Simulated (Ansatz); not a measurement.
# MnS: the cost of one run

Program: Ansatz 0.2.0. Level of theory: DFT PBE, scalar-relativistic, plane waves, PAW; levels and slopes on a dense k mesh at the converged density. These are calculated values, not measurements.

The COD entry's cell or inner coordinates are ideal or old and differ from later refinements, so a difference from it is no clean test against experiment.

### 1 The starting structure

Symmetry: Fm-3m, No. 225, cubic system. Conventional cell: a = 5.209 Å, b = 5.209 Å, c = 5.209 Å, α = 90.00°, β = 90.00°, γ = 90.00°. Mn (site symmetry m-3m) has 6 S at 2.60 Å as nearest neighbours. S (site symmetry m-3m) is surrounded by 6 Mn at 2.60 Å.

Coordinates:

```xyz
2
Lattice="0.0000 2.6045 2.6045 2.6045 0.0000 2.6045 2.6045 2.6045 0.0000" Properties=species:S:1:pos:R:3 pbc="T T T"
Mn    0.0000    0.0000    0.0000
S     2.6045    2.6045    2.6045
```

The structure comes from the Crystallography Open Database and is not relaxed.

### 2 The run

input.yaml reads:

```yaml
crystal:
  lattice:
    - [0.0, 2.6045, 2.6045]
    - [2.6045, 0.0, 2.6045]
    - [2.6045, 2.6045, 0.0]
  atoms:
    - { symbol: Mn, position: [0.0, 0.0, 0.0], spin: 4.0 }
    - { symbol: S, position: [0.5, 0.5, 0.5] }
basis:
  ecutwfc: 420
kpoints:
  mp_grid: { grid: [14, 14, 14] }
hamiltonian:
  xc: pbe
  pseudopotentials: { kind: paw }
scf:
  occupations: { method: gaussian, width: 0.05 }
output:
  forces: true
  eigenvalues: true
  eigenstates:
    nscf_kmesh: { grid: [34, 34, 34] }
    top_band: c6
    de_dk: true
    localisation: true
  stress: true
  populations: true
checkpoint:
  write: ck
  compress: false
  write_wavefunctions: false
  write_every: 100000
magnetization:
  spin_polarized: true
```

The run is started by

```sh
> ansatz run input.yaml --threads 1 --pin off --max-ram 3072MiB --backend cpu --events-out ev --progress --plain --runs-dir out
```

What time and memory should one allow on 1 thread of Arm Neoverse V2, shared host?

About 56 s, with a peak of 0.77 GiB.
